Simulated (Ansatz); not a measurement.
This script drives Ansatz's Python interface.

Script `zeeman_cdau.py`:
```python
# -*- coding: utf-8 -*-
import warnings

import ansatz as az
import numpy as np
from tabulate import tabulate


def main():
    warnings.simplefilter("ignore", az.DeckWarning)

    xtal = (
        az.Lattice.of((3.090332, 0.0, 0.0), (-1.545166, 2.676306, 0.0), (0.0, 0.0, 4.601282))
        .atom("Cd", (0.0, 0.0, 0.0))
        .atom("Au", (1 / 3, 2 / 3, 0.5))
    )

    job = (
        xtal.calculation()
        .functional("pbesol")
        .basis(630, xc_grid=2)
        .kpoints(5, 5, 3)
        .occupations("Gaussian", width=0.05)
        .scf(tolerance=1e-05, self_checks="low")
        .spin("collinear")
    )
    rows = []
    for tesla in [0, 100, 200, 400]:
        r = (job.magnetic_field(tesla) if tesla else job).run(threads=1, pin="off").report
        rows.append((tesla, r["magnetization_mub"], r["free_energy_ev"], r["components"].get("e_zeeman", 0.0)))
    print(tabulate(rows, headers=["B (T)", "moment muB", "F eV", "Zeeman term eV"], floatfmt=".4f", tablefmt="github"))
    slope = np.polyfit([row[0] for row in rows], [row[1] for row in rows], 1)[0]
    print(f"dM/dB = {1000 * slope:.4f} muB per 1000 T per cell")


if __name__ == "__main__":
    main()
```

It is started by `python zeeman_cdau.py`. How long does it take on 1 thread of Arm Neoverse V2, on a shared host, and how much memory does it need?

It took about 17 s, with a peak of 0.39 GiB, for 4 runs of the engine.

```console
$ python zeeman_cdau.py
RunWarning: this spin-polarised run has no starting moment large enough to seed its density, so its SCF can try parallel moments of its own, which can die out, and starts no order whose moments [...]
|   B (T) |   moment muB |        F eV |   Zeeman term eV |
|---------|--------------|-------------|------------------|
|       0 |       0.0000 | -21191.2943 |           0.0000 |
|     100 |       0.1135 | -21191.2949 |          -0.0007 |
|     200 |       0.1323 | -21191.2956 |          -0.0015 |
|     400 |       0.1611 | -21191.2973 |          -0.0037 |
dM/dB = 0.3548 muB per 1000 T per cell
```
(Warnings from the package without file and line, shortened.)

Caveats:
- The settings weren't tested for convergence.
- For a metal this mesh is far too coarse, so the numbers only illustrate the procedure.
- Spin-orbit coupling, which matters for elements this heavy, is left out.
- The structure comes from a database of computed cells and needn't be a stable or known phase.
- Orbital magnetism is left out. The response of a metal hangs strongly on mesh and smearing, and a straight-line fit holds only where the moment is linear in the field.
- The script silences the warnings on its input, which a real study should read.

(A comment or docstring line of the script was reworded after the run, the code is as it ran; lines on the test bed's own set-up are left out of the output.)
